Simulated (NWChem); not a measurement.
# One shape, several levels: triplet GeSiH4F2

Wanted: a comparison of 4 runs (UHF/def2-SVP, USVWN5/def2-SVP, UB3LYP/def2-SVP, UPBE0/def2-SVP) of triplet GeSiH4F2. 

The results are computed with NWChem 7.3.0.

2 further runs of the same task are left out: 1 that didn't finish, 1 set aside as unsound or not needed.

**1. Starting point**

GeSiH4F2 has 8 atoms, charge 0, and is taken as a triplet. As SMILES of the parent species, `F[SiH](F)[GeH3]`. The coordinates come from a PBE0-D4/def2-TZVP relaxation. That shape belongs to the parent species and isn't relaxed for this state.

Bond lengths: F1–Si2 1.592 Å, Si2–F3 1.592 Å, Si2–Ge4 2.377 Å, Si2–H5 1.481 Å, Ge4–H6 1.536 Å, Ge4–H7 1.534 Å, Ge4–H8 1.536 Å. Some angles: F1–Si2–F3 107.0°, F1–Si2–Ge4 109.5°, F3–Si2–Ge4 109.5°, F1–Si2–H5 107.4°, F3–Si2–H5 107.4°, Ge4–Si2–H5 115.8°, Si2–Ge4–H6 109.5°, Si2–Ge4–H7 110.3°, Si2–Ge4–H8 109.5°, H6–Ge4–H7 109.3°.

**2. A single-point energy at UHF/def2-SVP (run 1)**

f2geh4si.xyz

```xyz
8
F2GeH4Si
F      1.301800    -1.418600     1.197400
Si     1.139900    -0.126600     0.280900
F      1.983100    -0.386400    -1.044700
Ge    -1.151500     0.164400    -0.281300
H      1.776500     1.004200     0.994900
H     -1.970000     0.389600     0.998800
H     -1.682300    -1.076600    -1.011200
H     -1.305500     1.392900    -1.190400
```

f2geh4si.nw

```
start f2geh4si
title "F2GeH4Si"
memory total 2200 mb
geometry units angstroms noautosym nocenter noautoz
  load format xyz f2geh4si.xyz
end
basis spherical bse
  * library def2-SVP
end
scf
  triplet
  uhf
  thresh 1e-08
  maxiter 80
  print low
end
task scf energy
```

On the command line:

```console
$ nwchem f2geh4si.nw > f2geh4si.out
```

The log of the run:

```text
[...]
  functions       =    98
[...]
  wavefunction    = UHF
[...]
         Total SCF energy =  -2564.854270433919
      One electron energy =  -4283.998500955669
      Two electron energy =   1363.638842849233
 Nuclear repulsion energy =    355.505387672517
                       Sz =      1.0000
                 Sz(Sz+1) =      2.0000
                      S^2 =      2.0097
[...]
```

It took 2.2 min on 1 thread of Intel Xeon at 2.60GHz (Ice Lake), shared host; peak memory 0.099 GiB.

**3. The energy at USVWN5/def2-SVP (run 2)**

run.py

```python
from ase import Atoms
from ase.calculators.nwchem import NWChem

mol = Atoms(['F', 'Si', 'F', 'Ge', 'H', 'H', 'H', 'H'], positions=[
    [1.301800, -1.418600, 1.197400],
    [1.139900, -0.126600, 0.280900],
    [1.983100, -0.386400, -1.044700],
    [-1.151500, 0.164400, -0.281300],
    [1.776500, 1.004200, 0.994900],
    [-1.970000, 0.389600, 0.998800],
    [-1.682300, -1.076600, -1.011200],
    [-1.305500, 1.392900, -1.190400],
])

calc = NWChem(
    label='f2geh4si',
    theory='dft',
    memory='2200 mb',
    basis='def2-SVP',
    basispar='spherical bse',
    dft={'xc': 'slater vwn_5', 'mult': '3', 'grid': 'fine', 'convergence': 'energy 1e-08', 'iterations': '100', 'mulliken': None, 'print': 'low'},
    task='energy',
)
mol.calc = calc

print(f"energy = {mol.get_potential_energy():.6f} eV")
```

On the command line:

```console
$ export ASE_NWCHEM_COMMAND="nwchem PREFIX.nwi > PREFIX.nwo"
$ python run.py
```

The log of the run:

```text
energy = -69725.332072 eV
```

The calculator wrote f2geh4si.nwi:

```
title "f2geh4si"

permanent_dir f2geh4si

scratch_dir f2geh4si

start f2geh4si

geometry units angstrom nocenter noautosym noautoz
  F  1.3018000000000001e+00 -1.4186000000000001e+00 1.1974000000000000e+00
  Si 1.1398999999999999e+00 -1.2659999999999999e-01 2.8089999999999998e-01
  F  1.9831000000000001e+00 -3.8640000000000002e-01 -1.0447000000000000e+00
  Ge -1.1515000000000000e+00 1.6439999999999999e-01 -2.8129999999999999e-01
  H  1.7765000000000000e+00 1.0042000000000000e+00 9.9490000000000001e-01
  H  -1.9700000000000000e+00 3.8960000000000000e-01 9.9880000000000002e-01
  H  -1.6822999999999999e+00 -1.0766000000000000e+00 -1.0112000000000001e+00
  H  -1.3055000000000001e+00 1.3929000000000000e+00 -1.1903999999999999e+00
end

memory 2200 mb

basis spherical bse noprint
   * library def2-SVP
end

dft
  xc slater vwn_5
  mult 3
  grid fine
  convergence energy 1e-08
  iterations 100
  mulliken
  print low
end

task dft energy
```

f2geh4si.nwo (excerpt; [...] marks lines left out):

```text
[...]
         Total DFT energy =    -2562.358713002275
      One electron energy =    -4283.343963864048
           Coulomb energy =     1482.155627944830
    Exchange-Corr. energy =     -116.675764755575
 Nuclear repulsion energy =      355.505387672517
[... 29 lines left out ...]
     -------------------------------------------
      Total Density - Lowdin Population Analysis
[...]
      <S2> =      2.0013 (Exact =     2.0000)
[...]
```

Run time: 77 s. Hardware: 1 thread of Intel Xeon at 2.60GHz (Ice Lake), shared host; peak memory 0.12 GiB.

Run 3 isn't shown in full; the table further down has it.

**4. A single-point energy at UPBE0/def2-SVP (run 4)**

run.py

```python
from ase import Atoms
from ase.calculators.nwchem import NWChem

atoms = Atoms(['F', 'Si', 'F', 'Ge', 'H', 'H', 'H', 'H'], positions=[
    [1.301800, -1.418600, 1.197400],
    [1.139900, -0.126600, 0.280900],
    [1.983100, -0.386400, -1.044700],
    [-1.151500, 0.164400, -0.281300],
    [1.776500, 1.004200, 0.994900],
    [-1.970000, 0.389600, 0.998800],
    [-1.682300, -1.076600, -1.011200],
    [-1.305500, 1.392900, -1.190400],
])

calc = NWChem(
    label='job',
    theory='dft',
    memory='2200 mb',
    basis='def2-SVP',
    basispar='spherical bse',
    dft={'xc': 'pbe0', 'mult': '3', 'grid': 'fine', 'convergence': 'energy 1e-08', 'iterations': '100', 'mulliken': None},
    task='energy',
)
atoms.calc = calc

print("Total energy (eV):", round(atoms.get_potential_energy(), 6))
```

On the command line:

```console
$ export ASE_NWCHEM_COMMAND="nwchem PREFIX.nwi > PREFIX.nwo"
$ python run.py
```

The log of the run:

```text
Total energy (eV): -69861.82141
```

The calculator wrote job.nwi:

```
title "job"

permanent_dir job

scratch_dir job

start job

geometry units angstrom nocenter noautosym noautoz
  F  1.3018000000000001e+00 -1.4186000000000001e+00 1.1974000000000000e+00
  Si 1.1398999999999999e+00 -1.2659999999999999e-01 2.8089999999999998e-01
  F  1.9831000000000001e+00 -3.8640000000000002e-01 -1.0447000000000000e+00
  Ge -1.1515000000000000e+00 1.6439999999999999e-01 -2.8129999999999999e-01
  H  1.7765000000000000e+00 1.0042000000000000e+00 9.9490000000000001e-01
  H  -1.9700000000000000e+00 3.8960000000000000e-01 9.9880000000000002e-01
  H  -1.6822999999999999e+00 -1.0766000000000000e+00 -1.0112000000000001e+00
  H  -1.3055000000000001e+00 1.3929000000000000e+00 -1.1903999999999999e+00
end

memory 2200 mb

basis spherical bse noprint
   * library def2-SVP
end

dft
  xc pbe0
  mult 3
  grid fine
  convergence energy 1e-08
  iterations 100
  mulliken
end

task dft energy
```

job.nwo:

```text
Northwest Computational Chemistry Package (NWChem) 7.3.0
             --------------------------------------------------------

           Job information
           ---------------

    nwchem branch   = 7.3.0
    use scalapack   = T
    input           = job.nwi
    prefix          = job.
    data base       = job/job.db
    status          = startup
    nproc           =        1

           Memory information
           ------------------

    heap     =     72089598 doubles =      550.0 Mbytes
    stack    =     72089595 doubles =      550.0 Mbytes
    global   =    144179200 doubles =     1100.0 Mbytes (distinct from heap & stack)
    total    =    288358393 doubles =     2200.0 Mbytes
    verify   = yes
    hardfail = no

           Directory information
           ---------------------

  0 permanent = job
  0 scratch   = job

                                NWChem Input Module
                                -------------------

                                        job
                                        ---

[... 26 lines left out ...]
            Nuclear Dipole moment (a.u.)
[... 70 lines left out ...]
  convergence criterion.
[... 16 lines left out ...]
          Convergence on density requested:  1.00D-05
[... 23 lines left out ...]
          Spatial weights used:  Erf1
[... 3 lines left out ...]
          Convergence aids based upon iterative change in
[... 82 lines left out ...]
         Total DFT energy =    -2567.374603688597
[... 1 line left out ...]
           Coulomb energy =     1483.016555160598
[... 1 line left out ...]
 Nuclear repulsion energy =      355.505387672517
[... 699 lines left out ...]
                     DFT Final Beta Molecular Orbital Analysis
[... 784 lines left out ...]
   alpha     91     92     93     94     95     96     97     98
    beta     91     92     93     94     95     96     97     98
 overlap   1.000  0.993  1.000  1.000  1.000  1.000  1.000  1.000

     --------------------------
     Expectation value of S2:
     --------------------------
      <S2> =      2.0034 (Exact =     2.0000)

 center of mass
 --------------
 x =   0.07840416 y =  -0.31455949 z =  -0.13450102

 moments of inertia (a.u.)
 ------------------
         369.905558886293         234.487134688224         -95.208338189596
         234.487134688224        1115.807667789591         106.759350998303
         -95.208338189596         106.759350998303        1058.874226701759

     Multipole analysis of the density
     ---------------------------------

     L   x y z        total         alpha         beta         nuclear
     -   - - -        -----         -----         ----         -------
     0   0 0 0     -0.000000    -35.000000    -33.000000     68.000000

     1   1 0 0     -0.542016     -5.589086     -5.333951     10.381021
[... 8 lines of this table left out ...]
     2   0 0 2    -34.487875    -75.972589    -68.469450    109.954163

 Task  times  cpu:       34.6s     wall:       34.6s
 Total times  cpu:       34.6s     wall:       34.6s
```

It took 36 s on 1 thread of Intel Xeon at 2.60GHz (Ice Lake), shared host; peak memory 0.12 GiB.

**5. Overview of the runs**

| run | level | iteration cap | module | energy (Eh) | ⟨S²⟩ | wall time |
| --- | --- | --- | --- | --- | --- | --- |
| 1 | UHF/def2-SVP | 80 | scf | -2564.854270 | 2.010 | 2.2 min |
| 2 | USVWN5/def2-SVP | 100 | dft | -2562.358713 | 2.001 | 77 s |
| 3 | UB3LYP/def2-SVP | 100 | dft | -2568.014879 | 2.003 | 36 s |
| 4 | UPBE0/def2-SVP | 100 | dft | -2567.374604 | 2.003 | 36 s |

**6. Results**

| quantity | value |
| --- | --- |
| run 4: total energy | -2567.37460 Eh |
| run 4: dipole moment | 1.80 D |
| run 4: HOMO energy (highest over α and β) | -2.41 eV |
| run 4: ⟨S²⟩ | 2.003 |

**Reading.** Totals of different functionals can't be ranked against each other. All runs together took 4.6 min, the longest 2.2 min.
